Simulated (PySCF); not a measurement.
# C10H14: the cost of one run

Programs: PySCF 2.14.0, with density-fitted response routines of our own. Each step states its level of theory. These are calculated values for one molecule, in the gas phase or a continuum, unless marked as measured. Atoms are numbered from 0 throughout.

### Step 1. Starting geometry

24 atoms, charge 0, multiplicity 1; geometry from: GFN2-xTB. The atoms were then displaced at random by about 0.01 Å, so the start is not that level's minimum.

Bonds of the start (Å): C0–C1 1.21, C1–C2 1.43, C2–C3 1.50, C3–C4 1.53, C4–C5 1.51, C5–C6 1.51, C6–C7 1.52, C7–C8 1.54, C8–C9 1.53, C4–C2 1.50, C9–C4 1.52, C0–H10 1.02, C2–H11 1.10, C3–H12 1.09, C3–H13 1.06, C5–H14 1.08, C5–H15 1.08, C6–H16 1.10, C6–H17 1.09, C7–H18 1.10, C7–H19 1.13, C8–H20 1.09, C8–H21 1.06, C9–H22 1.09, C9–H23 1.08.

### Step 2. Optimising the geometry at PBE0-D3(BJ)/def2-SVP

What the job is given:

```
{"job": {"xc": "PBE0", "basis": "def2-SVP", "d3": "d3bj", "grid": 1, "shake": 0.01, "kind": "geom"}, "charge": 0, "multiplicity": 1}
C      3.712770    -0.489800    -1.313540
C      2.879860    -0.438980    -0.434320
C      1.901800    -0.397890     0.610070
C      1.299030     0.920040     0.977470
C      0.459140    -0.157900     0.297600
C      0.029970     0.066330    -1.129780
C     -1.288520     0.808060    -1.164870
C     -2.344270     0.053410    -0.382250
C     -1.912630    -0.142440     1.087130
C     -0.581710    -0.899420     1.124830
H      4.394150    -0.500130    -2.079060
H      2.150570    -1.076290     1.439860
H      1.068150     1.131890     2.018650
H      1.528470     1.790210     0.411360
H      0.794990     0.609980    -1.667650
H     -0.078010    -0.894980    -1.612060
H     -1.162890     1.812900    -0.728350
H     -1.630880     0.946860    -2.193930
H     -2.525500    -0.936050    -0.838220
H     -3.330380     0.600410    -0.397110
H     -2.685200    -0.702860     1.614610
H     -1.783110     0.807670     1.535170
H     -0.704730    -1.887320     0.674080
H     -0.255380    -1.004120     2.144540
```

On the command line:

```
$ OMP_NUM_THREADS=1 python probes_run.py task.json out
```

This one command runs all jobs of the session in turn.

Q: Estimate the wall time and peak memory of this first job on 1 thread of Arm Neoverse V2, shared host.

About 2.2 min, with a peak of 0.92 GiB.
